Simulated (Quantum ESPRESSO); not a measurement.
GeW: phonons with PBEsol+D3(BJ)

GeW:

```
CELL_PARAMETERS angstrom
0.00000 2.57761 2.57761
2.57761 0.00000 2.57761
2.57761 2.57761 0.00000
ATOMIC_POSITIONS crystal
Ge 0.50000 0.50000 0.50000
W 0.00000 0.00000 0.00000
```

The cell was built by a generator and needn't be a form met in nature.

- Program: Quantum ESPRESSO 7.5
- Task: phonons
- Functional: PBEsol
- Dispersion: D3(BJ)
- Potentials or basis: PseudoDojo 0.4.1 SR PBEsol standard
- Cutoff: 1061 eV
- Density cutoff: 4245 eV
- k mesh: 9 × 9 × 9
- Occupations: methfessel-paxton, width 0.2 eV
- Spin: no spin polarisation
- Mixing beta: 0.5
- Most SCF iterations: 120
- SCF threshold: 4e-10 Ry

The pressure after relaxing is -10.5 GPa. The band gap on the k mesh is none (metal or under the smearing width) and the highest phonon frequency at Γ is 213 cm⁻¹.

Levels at points of the mesh, in eV from the Fermi level:
```csv
k point,band 10,band 11,band 12,band 13,band 14,band 15,band 16,band 17,band 18,band 19
"(0.00, 0.00, 0.00)",-12.33,-1.61,-1.61,-1.61,-0.86,-0.86,2.44,2.44,2.44,7.49
```

Phonon frequencies in cm⁻¹ (negative: imaginary):
```tsv
q point	frequencies
(0.000, 0.000, 0.000)	-10 -10 -10 213 213 213
```

Mode Grüneisen parameters of phonons at Γ, in order of frequency: n/a, n/a, n/a, 2.37, 2.37, 2.37

Optical modes at Γ, degenerate ones joined:
```
cm⁻¹  components  symmetry  active in
 213           3       T1u         IR
```

Frequencies at 99 % and 101 % of the volume (pressures -9.0 and -12.0 GPa), ions relaxed:
```tsv
mode	99 % (cm⁻¹)	101 % (cm⁻¹)	Grüneisen parameter
4	217.8	207.7	2.37
5	217.8	207.7	2.37
6	217.8	207.7	2.37
```

Wall time 36 min on 1 thread of Arm Neoverse V1 (shared host), peak memory 0.09 GiB.

Caveat: the cell is more than 3 GPa from zero pressure, which shifts response properties; pairwise dispersion overbinds metals, which lowers pressure and volume. Spin-orbit coupling is left out, which matters for the levels of W.
